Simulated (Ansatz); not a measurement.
Here is an Ansatz input file for CH₄AlNSeSi, SMILES [AlH2][N]1[SiH2]C1=[Se]. Write the same calculation for the Python package.

```yaml
crystal:
  periodic: [false, false, false]
  atoms:
    - { symbol: Al, position_ang: [-0.766, 1.2667, -1.2994] }
    - { symbol: "N", position_ang: [0.0056, 0.0614, -0.1245] }
    - { symbol: Si, position_ang: [-0.1152, -0.837, 1.2973] }
    - { symbol: C, position_ang: [1.2957, -0.8216, 0.2081] }
    - { symbol: Se, position_ang: [2.8261, -1.4687, -0.1991] }
    - { symbol: H, position_ang: [-2.2632, 1.9093, -0.9769] }
    - { symbol: H, position_ang: [-0.0273, 1.7733, -2.6341] }
    - { symbol: H, position_ang: [0.1353, 0.0278, 2.4913] }
    - { symbol: H, position_ang: [-1.0025, -1.9575, 1.2202] }
basis:
  gaussian: { orbitals: "6-31G*" }
hamiltonian:
  xc: revpbe0
output:
  forces: true
```

The program run on that file:
```console
$ ansatz run input.yaml --threads 1 --pin off --max-ram 4096MiB --backend cpu --events-out ev --progress --plain --runs-dir out
Engine: ansatz 0.2.0, x86_64-unknown-linux-gnu
Functional definition: revPBE0
  parameter a = 0.25
  parameter kappa = 1.245
  parameter beta = 0.06672455060314922
  exchange = (1 - a)*pbe_x(kappa = kappa, mu = beta*pi^2/3) + a*exact_x
  correlation = pbe_c(beta = beta)
1068 factors; integrals over basis functions are off by at most 7.5e-4 eV
mean field evaluation 1: about -82388.9954 eV, gradient 5.9e1 eV
mean field evaluation 2: about -82355.9402 eV, gradient 1.2e2 eV
mean field evaluation 4: about -82396.4833 eV, gradient 1.0e1 eV
mean field evaluation 8: about -82396.8633 eV, gradient 8.2e-1 eV
mean field evaluation 16: about -82396.8650 eV, gradient 2.4e-4 eV
mean field -82396.86497800 eV, -3028.0289373406 hartree, gradient 1.3e-5 eV, S^2 0.000000; 0 other end points of the search recorded, 0 dependent functions left out
the calculation of the forces begins
reference -82396.86502577 eV, -3028.0289390960 hartree; 39, 39 occupied and 72, 72 virtual orbitals, 1068 factors
Total energy: -82396.86502577 eV, -3028.0289390960 hartree
Atom 0 at    -0.766000     1.266700    -1.299400 Å, force    -0.079925     0.196170    -0.039441 eV/Å
Atom 1 at     0.005600     0.061400    -0.124500 Å, force     2.624692    -0.111602    -1.955135 eV/Å
Atom 2 at    -0.115200    -0.837000     1.297300 Å, force     0.438189     0.471219     1.845540 eV/Å
Atom 3 at     1.295700    -0.821600     0.208100 Å, force    -3.493291     1.370349     0.046375 eV/Å
Atom 4 at     2.826100    -1.468700    -0.199100 Å, force     1.262590     0.102139    -1.095151 eV/Å
Atom 5 at    -2.263200     1.909300    -0.976900 Å, force     0.710744    -0.498453     0.069705 eV/Å
Atom 6 at    -0.027300     1.773300    -2.634100 Å, force     0.003592    -0.200941     0.252976 eV/Å
Atom 7 at     0.135300     0.027800     2.491300 Å, force    -0.608819    -0.518899     0.325417 eV/Å
Atom 8 at    -1.002500    -1.957500     1.220200 Å, force    -0.857771    -0.809983     0.549713 eV/Å
Dipole moment:    -0.524080     0.034291     0.272012 e Å
```

The script, `run_energy.py`:
```python
'''Electronic structure of the CH4AlNSeSi molecule.'''

import json
import sys
import warnings

import ansatz
import numpy as np
import pandas as pd

warnings.simplefilter('ignore', ansatz.DeckWarning)

molecule = (
    ansatz.Crystal.molecule()
    .atom('Al', (-0.766, 1.2667, -1.2994))
    .atom('N', (0.0056, 0.0614, -0.1245))
    .atom('Si', (-0.1152, -0.837, 1.2973))
    .atom('C', (1.2957, -0.8216, 0.2081))
    .atom('Se', (2.8261, -1.4687, -0.1991))
    .atom('H', (-2.2632, 1.9093, -0.9769))
    .atom('H', (-0.0273, 1.7733, -2.6341))
    .atom('H', (0.1353, 0.0278, 2.4913))
    .atom('H', (-1.0025, -1.9575, 1.2202))
)

model = (
    molecule.calculation()
    .basis(gaussian='6-31G*')
    .functional('REVPBE0')
    .forces()
)
try:
    r = model.run().report
except ansatz.AnsatzError as error:
    sys.exit(f'{type(error).__name__}: {error}')

for key in ('converged', 'free_energy_ev', 'reference_energy_ev', 'n_frozen', 'n_occupied', 'n_virtual'):
    print(f'{key:22s} {r[key]}')

symbols = [site.symbol for site in molecule.cartesian_sites]
forces = np.array(r['forces_ev_ang'])
print('largest force', round(float(np.linalg.norm(forces, axis=1).max()), 4), 'eV/A, rms', round(float(np.sqrt((forces ** 2).mean())), 4))

charges = r['charge_distribution']
table = pd.DataFrame({'atom': symbols, 'mulliken': charges['mulliken_charges_e'], 'lowdin': charges['lowdin_charges_e']})
print(table.round(3).to_string())
print('dipole (e A):', np.round(charges['dipole_moment_e_ang'], 4) + 0.0)
with open('ch4alnsesi.json', 'w') as handle:
    json.dump({k: r[k] for k in ('free_energy_ev', 'reference_energy_ev', 'n_occupied', 'n_virtual')}, handle, indent=1)
```

```console
$ python run_energy.py
converged              True
free_energy_ev         -82396.86502577126
reference_energy_ev    -82396.86502577126
n_frozen               0
n_occupied             [39, 39]
n_virtual              [72, 72]
largest force 3.7527 eV/A, rms 1.135
  atom  mulliken  lowdin
0   Al     0.542   0.284
1    N    -0.635  -0.219
2   Si     0.509   0.331
3    C     0.096  -0.159
4   Se    -0.169   0.030
5    H    -0.121  -0.093
6    H    -0.105  -0.084
7    H    -0.067  -0.049
8    H    -0.051  -0.042
dipole (e A): [-0.5241  0.0343  0.272 ]
```

Caveats:
- Total energies depend on the basis set; only differences at equal settings carry meaning.
- The geometry is a force-field or estimated start, not a minimum of this method, and the basis set is short of its limit.
- The Löwdin charges here are taken after orthogonalising the functions within each atom; they differ from plain Löwdin charges, and their signs can be unphysical.
- It ran for 5.8 s on 1 thread of Intel(R) Xeon(R) Platinum 8488C (Sapphire Rapids), with other jobs on the host, peak memory 0.37 GiB.

(Lines on the test bed's own set-up are left out of the output.)
